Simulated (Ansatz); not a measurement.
# CuSi8O16: the cost of one run

Program: Ansatz 0.2.0. Level of theory: DFT PBE+D3(BJ), plane waves, PAW, scalar-relativistic, collinear spin. These are calculated values, not measurements.

The COD cell was measured well above room temperature, so it is larger than a cold one.

**1. The starting structure**

The cell holds 25 atoms (CuO16Si8): a = 5.930 Å, b = 5.930 Å, c = 5.341 Å, α = 90.00°, β = 90.00°, γ = 90.00°.

Coordinates:

```xyz
25
Lattice="-4.1929 -4.1929 0.0000 4.1929 -4.1929 0.0000 0.0000 0.0000 5.3408" Properties=species:S:1:pos:R:3 pbc="T T T"
Si    0.0000   -4.1929    0.0000
Si    2.0964   -2.0964    1.3352
O     1.2801   -2.9128    0.0000
O     0.8164   -0.8164    1.3352
O    -1.2801   -5.4730    0.0000
O     3.3765   -3.3765    1.3352
Si    0.0000   -4.1929    2.6704
Si    2.0964   -2.0964    4.0056
O     1.2801   -2.9128    2.6704
O     0.8164   -0.8164    4.0056
O    -1.2801   -5.4730    2.6704
O     3.3765   -3.3765    4.0056
Si    0.0000    0.0000    0.0000
Si   -2.0964   -2.0964    1.3352
O    -2.9128   -2.9128    0.0000
O     0.8164   -5.0093    1.3352
O    -1.2801   -1.2801    0.0000
O    -0.8164   -3.3765    1.3352
Si    0.0000    0.0000    2.6704
Si   -2.0964   -2.0964    4.0056
O    -2.9128   -2.9128    2.6704
O     0.8164   -5.0093    4.0056
O    -1.2801   -1.2801    2.6704
O    -0.8164   -3.3765    4.0056
Cu   -0.0616   -2.0624    0.7070
```

**2. Relaxing the start**

input.yaml reads:

```yaml
accuracy: low
crystal:
  lattice:
    - [-4.1929, -4.1929, 0.0]
    - [4.1929, -4.1929, 0.0]
    - [0.0, 0.0, 5.3408]
  atoms:
    - { symbol: Si, position: [0.5, 0.5, 0.0] }
    - { symbol: Si, position: [0.0, 0.5, 0.25] }
    - { symbol: O, position: [0.1947, 0.5, 0.0] }
    - { symbol: O, position: [0.0, 0.1947, 0.25] }
    - { symbol: O, position: [0.8053, 0.5, 0.0] }
    - { symbol: O, position: [0.0, 0.8053, 0.25] }
    - { symbol: Si, position: [0.5, 0.5, 0.5] }
    - { symbol: Si, position: [0.0, 0.5, 0.75] }
    - { symbol: O, position: [0.1947, 0.5, 0.5] }
    - { symbol: O, position: [0.0, 0.1947, 0.75] }
    - { symbol: O, position: [0.8053, 0.5, 0.5] }
    - { symbol: O, position: [0.0, 0.8053, 0.75] }
    - { symbol: Si, position: [0.0, 0.0, 0.0] }
    - { symbol: Si, position: [0.5, 0.0, 0.25] }
    - { symbol: O, position: [0.6947, 0.0, 0.0] }
    - { symbol: O, position: [0.5, 0.6947, 0.25] }
    - { symbol: O, position: [0.3053, 0.0, 0.0] }
    - { symbol: O, position: [0.5, 0.3053, 0.25] }
    - { symbol: Si, position: [0.0, 0.0, 0.5] }
    - { symbol: Si, position: [0.5, 0.0, 0.75] }
    - { symbol: O, position: [0.6947, 0.0, 0.5] }
    - { symbol: O, position: [0.5, 0.6947, 0.75] }
    - { symbol: O, position: [0.3053, 0.0, 0.5] }
    - { symbol: O, position: [0.5, 0.3053, 0.75] }
    - { symbol: Cu, position: [0.253286, 0.238587, 0.1323762], spin: 1.0 }
magnetization:
  spin_polarized: true
basis:
  ecutwfc: 420.0
kpoints:
  mp_grid: { grid: [2, 2, 2] }
hamiltonian:
  xc: pbe
  dispersion: d3bj
  pseudopotentials: { kind: paw, azcp: { folder: soft_1 } }
scf:
  occupations: { method: fermi_dirac, width: 0.02 }
  lower_state_search: "off"
relax:
  f_tol: 0.08
  max_steps: 25
  adjacent_minimum: "off"
```

Started as:

```
$ ansatz run input.yaml --threads 2 --pin off --max-ram 5120MiB --backend cpu --events-out ev --progress --plain --runs-dir out
```

What time and memory should one allow on 2 threads of Arm Neoverse V2, shared host?

About 1.9 min, with a peak of 0.64 GiB.
